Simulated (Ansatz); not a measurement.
Born–Oppenheimer molecular dynamics of a periodic cell of 16 atoms, Na (start crystal Na, start structure bcc, volume 1.1 times the crystal's). It goes on from the last frame of an earlier run, with new velocities.

Theory: Ansatz 0.2.0, DFT PBEsol, scalar-relativistic, plane waves, PAW. Settings: accuracy low, cutoff 420 eV, k mesh 1x1x1, fermi-dirac smearing 0.11 eV, no spin polarisation.

```yaml
ensemble: NVT, Langevin thermostat
time_step: 2 fs
steps_asked: 340
set_temperature: 1040 K
friction: 0.02 /fs
temperature_schedule: 255 steps to 300 K, then 85 steps to 300 K
seed: 977201
```

Frames 4 fs apart, positions in Å, forces in eV/Å.

Velocities at 80.0 fs (Å/ps):

```
Na 6.96 15.67 -0.08
Na -5.48 -3.98 -6.23
Na -1.99 2.07 -0.60
Na -3.68 5.20 8.09
Na -4.93 4.19 6.37
Na -17.69 0.93 -0.12
Na 7.15 -8.27 2.81
Na -5.62 5.91 4.16
Na 1.77 4.37 5.27
Na -5.88 -5.07 -9.07
Na -0.31 7.07 5.54
Na 1.91 0.13 -11.08
Na 0.67 -12.89 -2.49
Na -6.53 2.40 4.36
Na 5.64 -7.36 0.25
Na 1.55 1.26 -2.99
```

```xyz
16
Lattice="8.7331 0.0000 0.0000 0.0000 8.7331 0.0000 0.0000 0.0000 8.7331" Properties=species:S:1:pos:R:3:forces:R:3 time_fs=80.0 energy_less_start_eV=-0.066 T=1059
Na -0.860 -0.015 -0.694 0.26 0.37 -0.07
Na 4.474 1.711 0.275 -0.19 -0.31 0.08
Na -1.143 3.566 0.289 -0.23 0.44 -0.21
Na 0.648 -0.119 4.715 -0.15 0.16 0.02
Na 1.135 2.214 1.435 0.68 -0.13 0.14
Na 4.223 4.626 -0.685 0.02 -0.02 0.02
Na 4.206 -0.282 3.704 -0.05 0.06 0.14
Na 6.999 1.381 2.357 -0.15 -0.13 0.38
Na 1.859 5.626 4.293 -0.06 -0.06 -0.15
Na -0.727 6.782 1.825 0.58 -0.32 0.38
Na 2.187 2.908 6.079 -0.11 -0.26 0.11
Na 4.649 3.751 3.447 0.09 0.07 -0.05
Na 5.530 7.233 0.776 -0.73 0.00 -0.07
Na 6.231 2.069 6.294 -0.02 0.06 -0.37
Na 1.935 6.808 7.565 -0.02 0.16 0.08
Na 7.030 5.961 6.800 0.08 -0.10 -0.44
16
Lattice="8.7331 0.0000 0.0000 0.0000 8.7331 0.0000 0.0000 0.0000 8.7331" Properties=species:S:1:pos:R:3:forces:R:3 time_fs=84.0 energy_less_start_eV=-0.056 T=1098
Na -0.841 0.046 -0.695 0.24 0.29 -0.04
Na 4.452 1.689 0.244 -0.20 -0.32 0.12
Na -1.158 3.570 0.281 -0.24 0.43 -0.21
Na 0.631 -0.098 4.743 -0.13 0.15 0.00
Na 1.111 2.234 1.458 0.69 -0.12 0.15
Na 4.161 4.629 -0.680 0.09 -0.04 0.04
Na 4.237 -0.314 3.713 -0.06 0.06 0.14
Na 6.982 1.396 2.375 -0.15 -0.16 0.35
Na 1.860 5.651 4.314 -0.06 -0.07 -0.17
Na -0.741 6.762 1.790 0.64 -0.29 0.41
Na 2.184 2.941 6.095 -0.13 -0.27 0.09
Na 4.658 3.755 3.406 0.07 0.08 -0.03
Na 5.533 7.173 0.776 -0.73 0.06 -0.09
Na 6.201 2.081 6.325 -0.02 0.07 -0.42
Na 1.956 6.789 7.559 -0.07 0.21 0.09
Na 7.049 5.965 6.794 0.07 -0.08 -0.42
16
Lattice="8.7331 0.0000 0.0000 0.0000 8.7331 0.0000 0.0000 0.0000 8.7331" Properties=species:S:1:pos:R:3:forces:R:3 time_fs=88.0 energy_less_start_eV=-0.061 T=929
Na -0.833 0.104 -0.694 0.21 0.22 -0.01
Na 4.430 1.657 0.222 -0.20 -0.32 0.15
Na -1.181 3.575 0.270 -0.24 0.41 -0.18
Na 0.612 -0.075 4.764 -0.12 0.14 -0.01
Na 1.095 2.265 1.481 0.69 -0.11 0.15
Na 4.107 4.634 -0.666 0.14 -0.08 0.05
Na 4.276 -0.352 3.723 -0.07 0.07 0.15
Na 6.967 1.399 2.399 -0.14 -0.16 0.31
Na 1.856 5.667 4.331 -0.05 -0.07 -0.18
Na -0.750 6.746 1.753 0.68 -0.26 0.42
Na 2.184 2.969 6.117 -0.15 -0.29 0.06
Na 4.660 3.758 3.374 0.06 0.09 -0.02
Na 5.521 7.115 0.789 -0.72 0.10 -0.11
Na 6.170 2.090 6.345 -0.03 0.08 -0.46
Na 1.970 6.788 7.557 -0.10 0.25 0.08
Na 7.082 5.960 6.785 0.05 -0.06 -0.40
16
Lattice="8.7331 0.0000 0.0000 0.0000 8.7331 0.0000 0.0000 0.0000 8.7331" Properties=species:S:1:pos:R:3:forces:R:3 time_fs=92.0 energy_less_start_eV=-0.085 T=916
Na -0.815 0.157 -0.685 0.19 0.15 0.02
Na 4.405 1.622 0.208 -0.19 -0.32 0.16
Na -1.200 3.580 0.267 -0.25 0.38 -0.17
Na 0.603 -0.054 4.781 -0.10 0.13 -0.02
Na 1.093 2.310 1.500 0.66 -0.10 0.16
Na 4.052 4.631 -0.658 0.20 -0.10 0.08
Na 4.306 -0.392 3.723 -0.08 0.07 0.17
Na 6.952 1.395 2.425 -0.11 -0.16 0.27
Na 1.860 5.676 4.344 -0.05 -0.06 -0.18
Na -0.755 6.730 1.733 0.69 -0.23 0.41
Na 2.183 3.001 6.149 -0.17 -0.31 0.03
Na 4.674 3.758 3.335 0.04 0.10 -0.01
Na 5.503 7.063 0.806 -0.68 0.12 -0.14
Na 6.142 2.091 6.356 -0.03 0.09 -0.47
Na 1.983 6.791 7.555 -0.13 0.28 0.08
Na 7.110 5.954 6.768 0.03 -0.04 -0.37
16
Lattice="8.7331 0.0000 0.0000 0.0000 8.7331 0.0000 0.0000 0.0000 8.7331" Properties=species:S:1:pos:R:3:forces:R:3 time_fs=96.0 energy_less_start_eV=-0.103 T=875
Na -0.785 0.195 -0.667 0.16 0.10 0.03
Na 4.377 1.592 0.191 -0.17 -0.32 0.18
Na -1.212 3.586 0.272 -0.26 0.35 -0.16
Na 0.594 -0.037 4.803 -0.09 0.12 -0.03
Na 1.104 2.347 1.521 0.63 -0.08 0.16
Na 4.010 4.621 -0.653 0.25 -0.11 0.10
Na 4.337 -0.430 3.709 -0.09 0.07 0.18
Na 6.944 1.391 2.456 -0.09 -0.16 0.22
Na 1.863 5.686 4.362 -0.05 -0.06 -0.20
Na -0.769 6.710 1.727 0.70 -0.20 0.41
Na 2.183 3.031 6.179 -0.20 -0.34 0.00
Na 4.679 3.750 3.302 0.02 0.11 0.00
Na 5.482 7.008 0.819 -0.65 0.14 -0.16
Na 6.119 2.094 6.361 -0.03 0.09 -0.48
Na 2.001 6.787 7.553 -0.16 0.31 0.08
Na 7.135 5.941 6.735 0.01 -0.01 -0.33
16
Lattice="8.7331 0.0000 0.0000 0.0000 8.7331 0.0000 0.0000 0.0000 8.7331" Properties=species:S:1:pos:R:3:forces:R:3 time_fs=100.0 energy_less_start_eV=-0.105 T=743
Na -0.756 0.223 -0.648 0.14 0.06 0.04
Na 4.355 1.565 0.173 -0.15 -0.33 0.20
Na -1.232 3.598 0.272 -0.25 0.31 -0.15
Na 0.578 -0.013 4.833 -0.07 0.10 -0.04
Na 1.123 2.380 1.542 0.59 -0.06 0.15
Na 3.979 4.610 -0.655 0.30 -0.13 0.12
Na 4.365 -0.451 3.690 -0.10 0.07 0.19
Na 6.946 1.399 2.484 -0.08 -0.15 0.19
Na 1.866 5.694 4.378 -0.05 -0.05 -0.20
Na -0.793 6.695 1.715 0.73 -0.17 0.42
Na 2.184 3.053 6.198 -0.23 -0.36 -0.03
Na 4.672 3.748 3.268 0.01 0.12 0.00
Na 5.465 6.956 0.823 -0.64 0.16 -0.19
Na 6.096 2.086 6.365 -0.02 0.09 -0.48
Na 2.020 6.773 7.561 -0.19 0.34 0.08
Na 7.167 5.921 6.704 0.00 0.01 -0.31
16
Lattice="8.7331 0.0000 0.0000 0.0000 8.7331 0.0000 0.0000 0.0000 8.7331" Properties=species:S:1:pos:R:3:forces:R:3 time_fs=104.0 energy_less_start_eV=-0.110 T=694
Na -0.733 0.240 -0.635 0.12 0.06 0.05
Na 4.332 1.541 0.151 -0.13 -0.34 0.22
Na -1.256 3.611 0.273 -0.22 0.25 -0.13
Na 0.571 0.017 4.865 -0.05 0.08 -0.05
Na 1.147 2.406 1.564 0.53 -0.04 0.14
Na 3.962 4.593 -0.660 0.33 -0.13 0.14
Na 4.396 -0.460 3.693 -0.11 0.06 0.19
Na 6.953 1.415 2.519 -0.06 -0.15 0.15
Na 1.863 5.696 4.393 -0.05 -0.03 -0.21
Na -0.819 6.673 1.701 0.75 -0.15 0.44
Na 2.187 3.069 6.213 -0.25 -0.37 -0.06
Na 4.657 3.747 3.235 0.00 0.12 0.01
Na 5.446 6.909 0.821 -0.64 0.19 -0.19
Na 6.077 2.091 6.364 0.00 0.08 -0.47
Na 2.034 6.758 7.573 -0.21 0.36 0.07
Na 7.196 5.905 6.682 0.00 0.03 -0.29
16
Lattice="8.7331 0.0000 0.0000 0.0000 8.7331 0.0000 0.0000 0.0000 8.7331" Properties=species:S:1:pos:R:3:forces:R:3 time_fs=108.0 energy_less_start_eV=-0.125 T=558
Na -0.713 0.246 -0.626 0.10 0.06 0.07
Na 4.308 1.522 0.137 -0.11 -0.35 0.23
Na -1.281 3.631 0.270 -0.18 0.18 -0.10
Na 0.564 0.049 4.891 -0.04 0.06 -0.06
Na 1.175 2.432 1.591 0.47 -0.03 0.12
Na 3.952 4.568 -0.673 0.35 -0.12 0.15
Na 4.422 -0.462 3.704 -0.11 0.05 0.18
Na 6.956 1.425 2.553 -0.04 -0.15 0.11
Na 1.859 5.694 4.417 -0.05 -0.01 -0.22
Na -0.835 6.650 1.691 0.76 -0.12 0.46
Na 2.196 3.072 6.212 -0.27 -0.39 -0.07
Na 4.641 3.741 3.197 0.00 0.12 0.02
Na 5.430 6.869 0.822 -0.63 0.20 -0.20
Na 6.067 2.105 6.363 0.01 0.08 -0.47
Na 2.050 6.749 7.587 -0.22 0.37 0.07
Na 7.225 5.899 6.667 -0.01 0.04 -0.28
16
Lattice="8.7331 0.0000 0.0000 0.0000 8.7331 0.0000 0.0000 0.0000 8.7331" Properties=species:S:1:pos:R:3:forces:R:3 time_fs=112.0 energy_less_start_eV=-0.153 T=625
Na -0.693 0.248 -0.608 0.08 0.07 0.07
Na 4.298 1.502 0.128 -0.10 -0.37 0.24
Na -1.311 3.656 0.262 -0.14 0.11 -0.06
Na 0.556 0.076 4.918 -0.03 0.03 -0.07
Na 1.203 2.465 1.613 0.39 -0.01 0.11
Na 3.950 4.530 -0.692 0.35 -0.08 0.15
Na 4.431 -0.461 3.702 -0.12 0.05 0.18
Na 6.943 1.422 2.575 0.00 -0.13 0.07
Na 1.864 5.695 4.433 -0.05 0.00 -0.22
Na -0.847 6.622 1.680 0.77 -0.09 0.47
Na 2.207 3.054 6.198 -0.28 -0.38 -0.09
Na 4.632 3.736 3.165 -0.01 0.12 0.03
Na 5.415 6.834 0.818 -0.63 0.21 -0.20
Na 6.057 2.125 6.364 0.02 0.06 -0.47
Na 2.065 6.746 7.604 -0.22 0.36 0.07
Na 7.243 5.894 6.645 -0.02 0.05 -0.28
16
Lattice="8.7331 0.0000 0.0000 0.0000 8.7331 0.0000 0.0000 0.0000 8.7331" Properties=species:S:1:pos:R:3:forces:R:3 time_fs=116.0 energy_less_start_eV=-0.190 T=618
Na -0.671 0.247 -0.583 0.07 0.08 0.07
Na 4.302 1.469 0.117 -0.10 -0.38 0.24
Na -1.342 3.676 0.245 -0.10 0.04 -0.03
Na 0.546 0.104 4.946 -0.02 0.01 -0.09
Na 1.228 2.493 1.623 0.34 0.00 0.09
Na 3.951 4.487 -0.701 0.33 -0.05 0.15
Na 4.443 -0.463 3.694 -0.13 0.04 0.18
Na 6.933 1.408 2.589 0.03 -0.11 0.04
Na 1.862 5.694 4.439 -0.05 0.00 -0.21
Na -0.852 6.593 1.675 0.76 -0.07 0.48
Na 2.212 3.028 6.191 -0.28 -0.37 -0.10
Na 4.632 3.727 3.134 -0.02 0.13 0.03
Na 5.404 6.796 0.804 -0.61 0.23 -0.19
Na 6.055 2.145 6.359 0.04 0.03 -0.47
Na 2.096 6.750 7.609 -0.22 0.35 0.07
Na 7.256 5.898 6.619 -0.02 0.06 -0.27
16
Lattice="8.7331 0.0000 0.0000 0.0000 8.7331 0.0000 0.0000 0.0000 8.7331" Properties=species:S:1:pos:R:3:forces:R:3 time_fs=120.0 energy_less_start_eV=-0.211 T=610
Na -0.644 0.246 -0.571 0.05 0.09 0.06
Na 4.301 1.440 0.099 -0.09 -0.38 0.24
Na -1.370 3.690 0.222 -0.07 -0.01 -0.01
Na 0.540 0.132 4.969 -0.02 -0.02 -0.10
Na 1.249 2.524 1.629 0.29 0.00 0.09
Na 3.940 4.447 -0.718 0.31 -0.03 0.15
Na 4.465 -0.467 3.691 -0.14 0.02 0.18
Na 6.928 1.395 2.592 0.06 -0.09 0.01
Na 1.865 5.685 4.443 -0.05 0.01 -0.20
Na -0.860 6.577 1.659 0.76 -0.05 0.49
Na 2.212 3.000 6.172 -0.28 -0.35 -0.11
Na 4.638 3.706 3.114 -0.03 0.14 0.04
Na 5.392 6.750 0.791 -0.61 0.24 -0.18
Na 6.053 2.157 6.338 0.05 0.02 -0.46
Na 2.124 6.762 7.623 -0.22 0.34 0.06
Na 7.258 5.907 6.593 -0.02 0.07 -0.26
16
Lattice="8.7331 0.0000 0.0000 0.0000 8.7331 0.0000 0.0000 0.0000 8.7331" Properties=species:S:1:pos:R:3:forces:R:3 time_fs=124.0 energy_less_start_eV=-0.235 T=671
Na -0.603 0.247 -0.572 0.02 0.11 0.07
Na 4.291 1.408 0.083 -0.07 -0.38 0.23
Na -1.392 3.703 0.187 -0.04 -0.05 0.03
Na 0.528 0.155 4.982 -0.01 -0.05 -0.12
Na 1.276 2.554 1.622 0.25 0.01 0.08
Na 3.924 4.410 -0.739 0.30 -0.01 0.14
Na 4.479 -0.472 3.689 -0.14 0.02 0.17
Na 6.938 1.387 2.587 0.08 -0.08 -0.01
Na 1.870 5.679 4.443 -0.05 0.02 -0.18
Na -0.870 6.574 1.653 0.76 -0.04 0.49
Na 2.204 2.965 6.153 -0.28 -0.34 -0.11
Na 4.644 3.683 3.099 -0.04 0.14 0.04
Na 5.386 6.704 0.775 -0.61 0.24 -0.17
Na 6.056 2.171 6.310 0.05 0.00 -0.43
Na 2.147 6.780 7.639 -0.21 0.33 0.04
Na 7.260 5.912 6.575 -0.01 0.08 -0.26
```

Of the whole run (680 fs, mean temperature of the second half 441 K): The schedule's set-point averaged 362 K over the second half and the system 441 K, so it lags behind the ramp. A run of 0.68 ps of so small a system gives no equilibrium averages. Limits of this set-up: coarse k mesh, low accuracy level.

Time of the run: 18 min on 1 thread of Arm Neoverse V1, on a shared host, peak memory 0.57 GiB.
